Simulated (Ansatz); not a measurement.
# GaHS: the cost of one run

Computed with Ansatz 0.2.0, Gaussian basis. Level: PBE0-D4/def2-TZVP structures, single points in def2-TZVPP, no counterpoise correction.

Levels: SPW92, PBE-D4, BLYP-D4, r2SCAN-D4, B97M-V, PBE0-D4, B3LYP-D4, r2SCAN0-D4, BHLYP-D4, CAM-B3LYP-D4, wB97X-V, wB97M-V, B2PLYP, PBE-QIDH, RPA on PBE, Hartree-Fock, MP2, CCSD, CCSD(T).

Correlated methods freeze the cores. Filled d shells of the heavier atoms are correlated. B3LYP uses VWN-RPA correlation. B2PLYP carries no dispersion term here.

56 further runs of the same task are left out: 56 set aside as unsound or not needed.

### Step 1. The starting structure

The complex: 8 atoms, charge 0, spin multiplicity 1.

Atoms are counted from 1 here; the program's logs count them from 0.

Bond lengths: Ga1–S3 2.007 Å, Ga1–H5 1.535 Å, Si2–H4 1.494 Å, Si2–H6 1.482 Å, Si2–H7 1.484 Å, Si2–H8 1.484 Å. Angles: S3–Ga1–H5 176.3°, H4–Si2–H6 109.0°, H4–Si2–H7 108.5°, H4–Si2–H8 108.5°, H6–Si2–H7 110.5°, H6–Si2–H8 110.5°, H7–Si2–H8 109.7°.

Geometry (Å):

```xyz
8
GaH5SSi
Ga   -1.6653   -0.8170   -1.3167
Si    0.9998    0.5642    0.8705
S    -1.1224   -2.1950   -2.6715
H     0.6702   -0.3803   -0.2389
H    -2.1723    0.2285   -0.3133
H     2.4514    0.4835    1.1577
H     0.6284    1.9368    0.4458
H     0.2101    0.1792    2.0665
```

Its parts: GaHS holds atoms 1, 3, 5; SiH₄ holds atoms 2, 4, 6, 7, 8. Each part counts its atoms afresh in its own runs.

### Step 2. Relaxing GaHS alone

File relax-a/in.yaml:

```yaml
crystal:
  periodic: [false, false, false]
  atoms:
    - {symbol: Ga, position_ang: [-1.665280, -0.816996, -1.316676]}
    - {symbol: S, position_ang: [-1.122406, -2.195004, -2.671539]}
    - {symbol: H, position_ang: [-2.172317, 0.228525, -0.313327]}
basis:
  gaussian: {orbitals: def2-TZVP}
hamiltonian: {xc: pbe0, dispersion: d4}
relax: {f_tol: 0.005, max_steps: 200}
```

On the command line:

```sh
> ansatz run in.yaml --threads 4 --pin off --events-out ev --progress --plain --max-ram 9574MiB
```

Q: Estimate wall time and peak memory on 4 threads of AMD EPYC, shared host.

About 5 s, with a peak of 0.45 GiB.
